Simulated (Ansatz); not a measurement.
# FH5N2SSiZn: the cost of one run

Program: Ansatz 0.2.0. Level of theory: RKS PBE/def2-SVP. These are calculated values, not measurements.

**1. The system as given**

Bond lengths: N1–Si2 1.747 Å, Si2–F3 1.664 Å, Si2–S4 2.134 Å, Si2–N5 1.793 Å, N5–Zn6 2.085 Å, N1–H7 1.024 Å, N1–H8 1.016 Å, S4–H9 1.328 Å, N5–H10 1.084 Å, Zn6–H11 0.932 Å. Angles: N1–Si2–F3 109.1°, N1–Si2–S4 112.8°, N1–Si2–N5 108.6°, F3–Si2–S4 107.2°, F3–Si2–N5 110.3°, S4–Si2–N5 108.8°, Si2–N1–H7 110.0°, Si2–N1–H8 107.8°, H7–N1–H8 110.2°, Si2–S4–H9 92.9°, Si2–N5–Zn6 98.1°, Si2–N5–H10 105.5°, Zn6–N5–H10 115.3°, N5–Zn6–H11 147.8°.

Structure file:

```xyz
11

N    -0.9054    0.9822    1.0339
Si    0.4645    0.6538    0.0005
F     1.7059    1.6884    0.3979
S     0.0319    0.9507   -2.0676
N     0.9703   -1.0485    0.2451
Zn   -0.8074   -1.9699   -0.3379
H    -0.6478    0.8383    2.0141
H    -1.6530    0.3466    0.7704
H     1.2526    0.5887   -2.4442
H     1.2116   -1.1307    1.2984
H    -1.5579   -1.9567   -0.8899
```

**2. Relaxing end A**

File input.yaml:

```yaml
crystal:
  periodic: [false, false, false]
  atoms:
    - { symbol: "N", position_ang: [-0.9054, 0.9822, 1.0339] }
    - { symbol: Si, position_ang: [0.4645, 0.6538, 0.0005] }
    - { symbol: F, position_ang: [1.7059, 1.6884, 0.3979] }
    - { symbol: S, position_ang: [0.0319, 0.9507, -2.0676] }
    - { symbol: "N", position_ang: [0.9703, -1.0485, 0.2451] }
    - { symbol: Zn, position_ang: [-0.8074, -1.9699, -0.3379] }
    - { symbol: H, position_ang: [-0.6478, 0.8383, 2.0141] }
    - { symbol: H, position_ang: [-1.653, 0.3466, 0.7704] }
    - { symbol: H, position_ang: [1.2526, 0.5887, -2.4442] }
    - { symbol: H, position_ang: [1.2116, -1.1307, 1.2984] }
    - { symbol: H, position_ang: [-1.5579, -1.9567, -0.8899] }
basis:
  gaussian: { orbitals: def2-SVP }
hamiltonian:
  xc: pbe
relax:
  f_tol: 0.015
  max_steps: 40
```

The run is started by

```bash
$ ansatz run input.yaml --threads 2 --pin off --max-ram 3072MiB --backend cpu --events-out ev --progress --plain --runs-dir out
```

What time and memory should one allow on 2 threads of AMD EPYC 9R14 (Zen 4), shared host?

About 62 s, with a peak of 0.23 GiB.
